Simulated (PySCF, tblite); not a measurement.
**C4H14BNSi3: geometry, infrared bands and NMR shifts**

Aim: predict the infrared bands and NMR shifts of C4H14BNSi3 (`CC#CBN[Si@H]([SiH3])C[SiH3]`).

Computed with tblite 0.8.0 and PySCF 2.14.0, with density-fitted response routines of our own, on a single molecule in the gas phase. Atoms are numbered from 0 throughout.

### 1 The starting structure

23 atoms, charge 0, multiplicity 1; geometry from: force field or distance geometry start.

Bonds of the start (Å): C0–C1 1.48, C1–C2 1.20, C2–B3 1.56, B3–N4 1.53, N4–Si5 1.77, Si5–Si6 2.23, Si5–C7 1.86, C7–Si8 1.86, C0–H9 1.09, C0–H10 1.13, C0–H11 1.12, B3–H12 1.21, N4–H13 1.06, Si5–H14 1.49, Si6–H15 1.46, Si6–H16 1.47, Si6–H17 1.48, C7–H18 1.10, C7–H19 1.10, Si8–H20 1.47, Si8–H21 1.48, Si8–H22 1.49.

### 2 Geometry optimisation with GFN2-xTB

The job: settings as JSON, then the geometry in Å.

```
{"job": {"kind": "relax", "xc": "GFN2-xTB", "basis": "xTB"}, "charge": 0, "multiplicity": 1}
C      5.105900     0.232800    -0.050900
C      3.704000    -0.218700     0.056900
C      2.579100    -0.619400     0.180300
B      1.095900    -1.091100     0.297400
N      0.047200    -0.411500    -0.581200
Si    -1.527300    -0.240600     0.212500
Si    -2.248400    -2.306100     0.649900
C     -2.629200     0.687400    -0.959600
Si    -2.364300     2.511300    -0.720300
H      5.652800    -0.214200     0.775900
H      5.499000    -0.034500    -1.071300
H      5.136900     1.352700     0.027600
H      0.994700    -2.294000     0.328700
H      0.420600     0.528800    -0.902000
H     -1.456700     0.555000     1.470300
H     -2.775800    -2.917500    -0.565400
H     -3.233600    -2.230000     1.738300
H     -1.058700    -3.086600     1.048100
H     -2.432600     0.395300    -2.006500
H     -3.675600     0.467100    -0.718000
H     -1.889800     3.169000    -1.942000
H     -3.627200     3.100400    -0.228200
H     -1.321900     2.691300     0.328700
```

Command:

```sh
$ OMP_NUM_THREADS=1 python probes_run.py task.json out
```

This one command runs all jobs of the session in turn.

The log of the run:

```text
step      E/eV     max force
  0    -679.59042    3.327
  1    -679.92290    4.002
  2    -680.22712    2.108
  3    -680.39143    0.959
  4    -680.45576    0.588
  5    -680.49188    0.529
  6    -680.52551    0.592
  7    -680.56390    0.596
  8    -680.60483    0.526
  9    -680.64248    0.506
 10    -680.67401    0.475
 11    -680.70148    0.307
 12    -680.71746    0.235
 13    -680.72548    0.184
 14    -680.73278    0.205
 15    -680.74135    0.225
 16    -680.75151    0.233
 17    -680.76086    0.210
 18    -680.76763    0.225
 19    -680.77305    0.166
 20    -680.77813    0.156
 21    -680.78255    0.142
 22    -680.78581    0.135
 23    -680.78817    0.147
 24    -680.79041    0.124
 25    -680.79287    0.117
 26    -680.79520    0.090
 27    -680.79698    0.084
 28    -680.79835    0.084
 29    -680.79972    0.085
 30    -680.80128    0.076
 31    -680.80281    0.089
 32    -680.80411    0.079
 33    -680.80529    0.072
 34    -680.80661    0.099
 35    -680.80811    0.107
 36    -680.80954    0.087
 37    -680.81067    0.070
 38    -680.81163    0.070
 39    -680.81278    0.090
 40    -680.81443    0.121
 41    -680.81668    0.135
 42    -680.81912    0.124
 43    -680.82130    0.099
 44    -680.82336    0.119
 45    -680.82554    0.121
 46    -680.82798    0.146
 47    -680.83049    0.141
 48    -680.83270    0.121
 49    -680.83447    0.094
 50    -680.83592    0.074
 51    -680.83734    0.080
 52    -680.83888    0.087
 53    -680.84041    0.110
 54    -680.84181    0.097
 55    -680.84329    0.077
 56    -680.84504    0.089
 57    -680.84690    0.090
 58    -680.84857    0.088
 59    -680.84993    0.062
 60    -680.85102    0.063
 61    -680.85210    0.065
 62    -680.85323    0.068
 63    -680.85429    0.066
 64    -680.85525    0.092
 65    -680.85614    0.073
 66    -680.85693    0.056
 67    -680.85757    0.046
 68    -680.85795    0.043
 69    -680.85845    0.061
 70    -680.85910    0.054
 71    -680.85991    0.062
 72    -680.86064    0.045
 73    -680.86118    0.045
 74    -680.86162    0.044
 75    -680.86207    0.039
 76    -680.86249    0.031
 77    -680.86280    0.030
 78    -680.86306    0.033
 79    -680.86338    0.041
 80    -680.86385    0.046
 81    -680.86447    0.054
 82    -680.86509    0.050
 83    -680.86557    0.044
 84    -680.86592    0.042
 85    -680.86630    0.060
 86    -680.86682    0.063
 87    -680.86742    0.052
 88    -680.86792    0.051
 89    -680.86837    0.053
 90    -680.86892    0.062
 91    -680.86966    0.068
 92    -680.87042    0.062
 93    -680.87101    0.043
 94    -680.87140    0.039
 95    -680.87177    0.049
 96    -680.87227    0.064
 97    -680.87284    0.063
 98    -680.87326    0.033
 99    -680.87354    0.036
100    -680.87385    0.049
101    -680.87439    0.079
102    -680.87519    0.098
103    -680.87605    0.077
104    -680.87665    0.054
105    -680.87699    0.044
106    -680.87725    0.045
107    -680.87766    0.052
108    -680.87831    0.070
109    -680.87909    0.074
110    -680.87964    0.044
111    -680.88003    0.053
112    -680.88039    0.064
113    -680.88092    0.070
114    -680.88175    0.093
115    -680.88266    0.076
116    -680.88316    0.087
117    -680.88382    0.066
118    -680.88451    0.049
119    -680.88556    0.068
120    -680.88686    0.090
121    -680.88845    0.089
122    -680.88977    0.098
123    -680.89134    0.077
124    -680.89273    0.096
125    -680.89223    0.151
126    -680.89481    0.115
127    -680.89575    0.113
128    -680.89755    0.066
129    -680.89848    0.078
130    -680.89969    0.103
131    -680.90124    0.100
132    -680.90255    0.105
133    -680.90358    0.114
134    -680.90449    0.102
135    -680.90550    0.074
136    -680.90656    0.071
137    -680.90767    0.077
138    -680.90851    0.069
139    -680.90931    0.059
140    -680.90987    0.045
141    -680.91036    0.042
142    -680.91096    0.044
143    -680.91143    0.046
144    -680.91175    0.040
145    -680.91201    0.042
146    -680.91228    0.048
147    -680.91260    0.037
148    -680.91285    0.031
149    -680.91300    0.032
150    -680.91313    0.030
151    -680.91329    0.035
152    -680.91351    0.033
153    -680.91373    0.035
154    -680.91389    0.024
155    -680.91403    0.024
156    -680.91418    0.024
157    -680.91435    0.028
158    -680.91453    0.032
159    -680.91471    0.025
160    -680.91492    0.025
161    -680.91519    0.039
162    -680.91546    0.041
163    -680.91569    0.027
164    -680.91590    0.021
165    -680.91608    0.028
166    -680.91627    0.034
167    -680.91644    0.027
168    -680.91659    0.021
169    -680.91674    0.025
170    -680.91690    0.034
171    -680.91709    0.039
172    -680.91731    0.035
173    -680.91752    0.035
174    -680.91772    0.036
175    -680.91788    0.028
176    -680.91802    0.022
177    -680.91812    0.018
178    -680.91823    0.021
179    -680.91835    0.027
180    -680.91849    0.027
181    -680.91862    0.025
182    -680.91873    0.020
183    -680.91885    0.020
184    -680.91898    0.028
185    -680.91915    0.030
186    -680.91932    0.029
187    -680.91947    0.030
188    -680.91960    0.030
189    -680.91976    0.034
190    -680.92002    0.038
191    -680.92032    0.040
192    -680.92056    0.036
193    -680.92075    0.033
194    -680.92093    0.028
195    -680.92112    0.030
196    -680.92131    0.031
197    -680.92150    0.034
198    -680.92171    0.035
199    -680.92193    0.034
200    -680.92218    0.027
201    -680.92236    0.023
202    -680.92252    0.028
203    -680.92268    0.030
204    -680.92287    0.031
205    -680.92305    0.036
206    -680.92323    0.034
207    -680.92341    0.031
208    -680.92358    0.029
209    -680.92370    0.021
210    -680.92377    0.021
211    -680.92381    0.011
212    -680.92384    0.011
213    -680.92386    0.010
```

Run time: 6 s. Hardware: 1 thread of Intel Xeon at 2.70GHz, shared host; peak memory 0.19 GiB.

Relaxation path: (not every step is listed)

| step | energy from step 0 (eV) | largest force (eV/Å) |
| --- | --- | --- |
| 0 | 0.0000 | 3.3270 |
| 1 | -0.3325 | 4.0019 |
| 2 | -0.6367 | 2.1080 |
| 3 | -0.8010 | 0.9589 |
| 4 | -0.8653 | 0.5881 |
| 5 | -0.9015 | 0.5286 |
| 6 | -0.9351 | 0.5919 |
| 7 | -0.9735 | 0.5960 |
| 8 | -1.0144 | 0.5258 |
| 28 | -1.2079 | 0.0836 |
| 48 | -1.2423 | 0.1213 |
| 68 | -1.2675 | 0.0429 |
| 88 | -1.2775 | 0.0513 |
| 108 | -1.2879 | 0.0698 |
| 128 | -1.3071 | 0.0659 |
| 148 | -1.3224 | 0.0311 |
| 168 | -1.3262 | 0.0215 |
| 188 | -1.3292 | 0.0296 |
| 208 | -1.3332 | 0.0287 |
| 209 | -1.3333 | 0.0208 |
| 210 | -1.3333 | 0.0206 |
| 211 | -1.3334 | 0.0112 |
| 212 | -1.3334 | 0.0110 |
| 213 | -1.3334 | 0.0096 |

Distances of close pairs at the start and the end, largest changes first:

| bond | before (Å) | after (Å) | change (Å) |
| --- | --- | --- | --- |
| B3–N4 | 1.528 | 1.401 | -0.126 |
| Si5–Si6 | 2.231 | 2.315 | +0.084 |
| Si5–C7 | 1.857 | 1.909 | +0.052 |
| N4–H13 | 1.061 | 1.010 | -0.051 |
| C2–B3 | 1.561 | 1.513 | -0.048 |
| C7–Si8 | 1.859 | 1.898 | +0.040 |
| C0–H10 | 1.126 | 1.091 | -0.035 |
| B3–H12 | 1.208 | 1.175 | -0.033 |

The next job starts from the end point, and lists it.

### 3 Harmonic vibrations with GFN2-xTB

The job: settings as JSON, then the geometry in Å.

```
{"job": {"kind": "ir", "xc": "GFN2-xTB", "basis": "xTB"}, "charge": 0, "multiplicity": 1}
C      5.034109     0.211368    -0.312201
C      3.675731    -0.141761     0.041731
C      2.546465    -0.445263     0.340685
B      1.129421    -0.822970     0.710919
N      0.047873    -0.110431     0.175464
Si    -1.657359    -0.331130     0.484545
Si    -2.228366    -2.568798     0.329358
C     -2.555419     0.732873    -0.821968
Si    -2.137690     2.583627    -0.875790
H      5.735594    -0.220673     0.402094
H      5.267087    -0.168715    -1.307456
H      5.152939     1.295351    -0.315091
H      0.909886    -1.714050     1.444462
H      0.284537     0.653919    -0.441207
H     -1.943817     0.272984     1.806924
H     -1.868619    -3.179417    -0.957964
H     -3.679689    -2.761699     0.460643
H     -1.621302    -3.410927     1.362706
H     -2.380142     0.306588    -1.811625
H     -3.626426     0.629047    -0.644519
H     -2.966218     3.240829    -1.892426
H     -2.394573     3.197095     0.428448
H     -0.728776     2.779138    -1.238533
```

The log of the run:

```text
mode    cm-1     km/mol
  1     -35.7      1.17
  2       9.1      0.08
  3      31.5      0.89
  4      40.0      1.12
  5      50.8      0.99
  6      61.3      1.32
  7      86.1      0.58
  8     108.0      1.00
  9     115.1      1.80
 10     172.9      3.01
 11     183.9      4.03
 12     219.2      3.73
 13     258.9      5.96
 14     282.2      4.93
 15     347.9      1.15
 16     385.1     11.38
 17     428.3     26.83
 18     441.1     18.06
 19     463.1      3.17
 20     491.3     29.07
 21     520.1     31.84
 22     620.3    117.91
 23     632.6    313.25
 24     648.1     58.00
 25     682.3    152.27
 26     715.1    203.28
 27     768.1     77.60
 28     771.9     40.17
 29     782.8    322.64
 30     788.1    749.03
 31     796.7    101.14
 32     807.7    117.61
 33     810.1     69.39
 34     814.6     46.29
 35     819.5    215.23
 36     837.4    259.51
 37    1013.1      6.38
 38    1016.9     16.27
 39    1029.8      6.69
 40    1032.3      8.21
 41    1146.6     94.23
 42    1154.8     96.60
 43    1207.6      1.45
 44    1363.0    722.92
 45    1386.9     13.75
 46    1456.0      5.23
 47    1458.3      4.99
 48    1466.1      0.01
 49    2078.7    279.24
 50    2198.8    382.03
 51    2203.7    213.60
 52    2218.8    452.19
 53    2234.4    322.97
 54    2243.2    299.22
 55    2258.1    305.66
 56    2325.9    213.38
 57    2588.8    187.15
 58    2956.2     44.65
 59    2977.4     30.58
 60    2993.4     25.60
 61    2994.1     26.06
 62    3003.1     41.37
 63    3427.6      1.82
```

It took 3.6 s on 1 thread of Intel Xeon at 2.70GHz, shared host; peak memory 0.19 GiB.

Which atoms move in the most intense modes:

| cm⁻¹ | km/mol | atoms |
| --- | --- | --- |
| 633 | 313.2 | H14 28 %, H13 26 %, N4 11 % |
| 783 | 322.6 | H21 35 %, H22 19 % |
| 788 | 749.0 | H22 24 %, H21 23 %, H15 13 %, H17 12 % |
| 1363 | 722.9 | B3 47 %, N4 31 % |
| 2199 | 382.0 | H16 69 %, H15 26 % |
| 2219 | 452.2 | H22 89 % |
| 2234 | 323.0 | H20 89 % |
| 2258 | 305.7 | H21 95 % |

### 4 Nuclear shieldings: PBE0/pcSseg-1

Settings changed since step 3:

```diff
@@ -1,2 +1,2 @@
-{"job": {"kind": "ir", "xc": "GFN2-xTB", "basis": "xTB"}, "charge": 0, "multiplicity": 1}
+{"job": {"kind": "nmr", "xc": "PBE0", "basis": "pcSseg-1"}, "charge": 0, "multiplicity": 1}
 C      5.034109     0.211368    -0.312201
```

Level: GIAO PBE0/pcSseg-1 NMR shielding, non-relativistic, gas phase.

The log of the run:

```text
coarse grid: 20048 points
cycle   1  E = -1108.0883618487  dE =  5.857e-01  |g| = 5.667e-01  |ddm| = 4.456e+00
cycle   2  E = -1108.0392878372  dE =  4.907e-02  |g| = 7.196e-01  |ddm| = 1.223e+00
cycle   3  E = -1108.1598667409  dE = -1.206e-01  |g| = 1.972e-01  |ddm| = 7.482e-01
cycle   4  E = -1108.1693757829  dE = -9.509e-03  |g| = 5.254e-02  |ddm| = 1.858e-01
cycle   5  E = -1108.1699691972  dE = -5.934e-04  |g| = 2.141e-02  |ddm| = 5.607e-02
cycle   6  E = -1108.1700825237  dE = -1.133e-04  |g| = 4.797e-03  |ddm| = 2.199e-02
cycle   7  E = -1108.1700876951  dE = -5.171e-06  |g| = 1.408e-03  |ddm| = 5.312e-03
final grid: 178024 points
cycle   8  E = -1108.2182670225  dE = -3.601e-05  |g| = 7.533e-03  |ddm| = 3.695e-02
cycle   9  E = -1108.2182604849  dE =  6.538e-06  |g| = 9.113e-03  |ddm| = 1.495e-02
cycle  10  E = -1108.2182810640  dE = -2.058e-05  |g| = 1.051e-03  |ddm| = 8.074e-03
cycle  11  E = -1108.2182813367  dE = -2.727e-07  |g| = 2.621e-04  |ddm| = 1.148e-03
cycle  12  E = -1108.2182813498  dE = -1.305e-08  |g| = 9.865e-05  |ddm| = 2.519e-04
cycle  13  E = -1108.2182813520  dE = -2.295e-09  |g| = 2.323e-05  |ddm| = 1.080e-04
cycle  14  E = -1108.2182813521  dE = -9.459e-11  |g| = 1.001e-05  |ddm| = 2.466e-05
converged SCF energy = -1108.2182813521

GIAO shielding tensors (ppm)
atom      isotropic    diamagn.    paramagn.     s11        s22        s33       span
  0 C      180.472     252.188     -71.716    172.675    173.394    195.346     22.671
  1 C       70.798     278.814    -208.016    -11.963      3.098    221.259    233.223
  2 C       92.889     256.615    -163.726     -1.773      4.987    275.452    277.225
  3 B       68.120     200.844    -132.725     31.343     52.059    120.957     89.615
  4 N      142.199     329.736    -187.537     19.872    182.897    223.827    203.955
  5 Si     368.195     882.292    -514.097    328.793    369.580    406.211     77.418
  6 Si     465.882     880.917    -415.035    452.611    462.188    482.845     30.234
  7 C      195.006     258.503     -63.497    182.261    195.721    207.036     24.774
  8 Si     423.834     880.013    -456.179    392.679    411.811    467.011     74.332
  9 H       29.531      24.766       4.765     24.433     27.789     36.372     11.940
 10 H       29.588      28.699       0.889     24.826     27.940     35.998     11.172
 11 H       29.617      30.060      -0.443     24.579     28.203     36.070     11.491
 12 H       26.974      33.118      -6.144     24.473     26.329     30.120      5.647
 13 H       27.405      38.780     -11.375     20.422     29.265     32.529     12.107
 14 H       26.318      30.988      -4.669     23.943     24.278     30.735      6.792
 15 H       28.330      29.901      -1.572     25.315     26.385     33.289      7.974
 16 H       28.424      28.955      -0.531     24.848     26.339     34.085      9.236
 17 H       28.075      29.564      -1.489     24.374     26.225     33.626      9.252
 18 H       31.661      33.663      -2.002     26.819     29.881     38.283     11.465
 19 H       32.023      29.558       2.465     25.887     29.972     40.209     14.322
 20 H       27.506      28.515      -1.009     23.735     25.179     33.605      9.869
 21 H       27.717      29.422      -1.705     24.427     25.757     32.968      8.541
 22 H       27.626      30.815      -3.190     23.413     27.253     32.211      8.798
```

Wall time 2 min (1 thread of Intel Xeon at 2.70GHz, shared host); peak memory 1.1 GiB.

Shifts follow as δ = σ(reference) − σ, with reference shieldings (ppm) from runs at the same level and on the same kind of geometry: 1H TMS 31.72, 13C TMS 186.9, 29Si TMS 349.2, 15N NH3 267.7, 11B BF3·OEt2 100.1. The references are single molecules in the gas phase, so shifts against H2O, NH3, PH3, H3PO4 or CFCl3 are not on the usual liquid scales and can be off by tens of ppm. Atoms listed in one row are averaged.

| atoms | environment | σ (ppm) | δ (ppm) | δ scaled to CDCl3 |
| --- | --- | --- | --- | --- |
| C1 | alkyne carbon | 70.8 | 116.1 | 111.4 |
| C2 | alkyne carbon | 92.9 | 94.0 | 89.9 |
| C0 | propargylic methyl carbon | 180.5 | 6.5 | 4.4 |
| C7 | sp3 CH2 bonded to 2 Si | 195.0 | -8.1 | -9.8 |
| H14 | hydrogen on a silicon bonded to C, N, Si | 26.32 | 5.40 | – |
| H12 | hydrogen on a boron bonded to C, N | 26.97 | 4.74 | – |
| H13 | hydrogen on a nitrogen bonded to B, Si | 27.41 | 4.31 | – |
| H20, H21, H22 | hydrogen on a silicon bonded to C | 27.62 | 4.10 | – |
| H15, H16, H17 | hydrogen on a silicon bonded to Si | 28.28 | 3.44 | – |
| H9, H10, H11 | hydrogen on a propargylic methyl carbon | 29.58 | 2.14 | 2.12 |
| H18 | hydrogen on an sp3 CH2 bonded to 2 Si | 31.66 | 0.06 | 0.16 |
| H19 | hydrogen on an sp3 CH2 bonded to 2 Si | 32.02 | -0.31 | -0.18 |
| B3 | boron bonded to C, N, H | 68.1 | 31.9 | – |
| N4 | nitrogen bonded to B, Si, H | 142.2 | 125.5 | – |
| Si5 | silicon bonded to C, N, Si, H | 368.2 | -19.0 | – |
| Si8 | silicon bonded to C, 3 H | 423.8 | -74.7 | – |
| Si6 | silicon bonded to Si, 3 H | 465.9 | -116.7 | – |

The scaled column applies a straight-line fit of computed shieldings to shifts measured in CDCl3 (root-mean-square error 0.16 ppm for H, 1.9 ppm for C).

Charges from the same density, by scheme (e):

| atoms | Mulliken | IAO | Hirshfeld | ESP fit |
| --- | --- | --- | --- | --- |
| C0 | -0.17 | -0.44 | -0.09 | -0.58 |
| C1 | -0.24 | 0.00 | -0.03 | 0.38 |
| C2 | -0.24 | -0.19 | -0.15 | -0.75 |
| B3 | 0.33 | 0.09 | 0.13 | 0.73 |
| N4 | -0.67 | -0.63 | -0.26 | -0.77 |
| Si5 | 0.65 | 0.77 | 0.33 | 0.50 |
| Si6 | 0.17 | 0.26 | 0.21 | 0.06 |
| C7 | -0.88 | -0.82 | -0.25 | -0.47 |
| Si8 | 0.49 | 0.61 | 0.32 | 0.44 |

Mayer bond orders: C0–C1 1.18, C1–C2 2.53, C2–B3 1.09, B3–N4 1.29, N4–Si5 0.88, Si5–Si6 0.93, Si5–C7 0.91, C7–Si8 0.92.

### 5 What came out

| quantity | value |
| --- | --- |
| strongest single infrared mode (GFN2-xTB) | 788 cm⁻¹, 749 km/mol |
| zero-point energy (GFN2-xTB) | 99.2 kcal/mol |
| 13C shifts against TMS (PBE0/pcSseg-1) | 116.1, 94.0, 6.5, -8.1 ppm |
| 1H shifts against TMS (PBE0/pcSseg-1, means over atoms taken as alike) | 5.40, 4.74, 4.31, 4.10, 3.44, 2.14, 0.06, -0.31 ppm |
| 11B shifts against BF3·OEt2 (PBE0/pcSseg-1) | 31.9 ppm |
| 15N shifts against NH3 (PBE0/pcSseg-1) | 125.5 ppm |
| 29Si shifts against TMS (PBE0/pcSseg-1) | -19.0, -74.7, -116.7 ppm |

In words: The optimisation took 213 steps and gained 1.333 eV; among the close pairs (by a distance rule), B3–N4 changed most, from 1.528 to 1.401 Å. The lowest mode is imaginary (36i cm⁻¹), so the xTB geometry is not a minimum. The strongest single mode, at 788 cm⁻¹, is carried by H22, H21, H15, H17. GFN2-xTB is a fitted tight-binding method: band positions and strengths are rough. Its intensities can rank the bands wrongly. At PBE0/pcSseg-1: The widest tensor belongs to C2: span 277 ppm, with a paramagnetic part of -164 ppm.
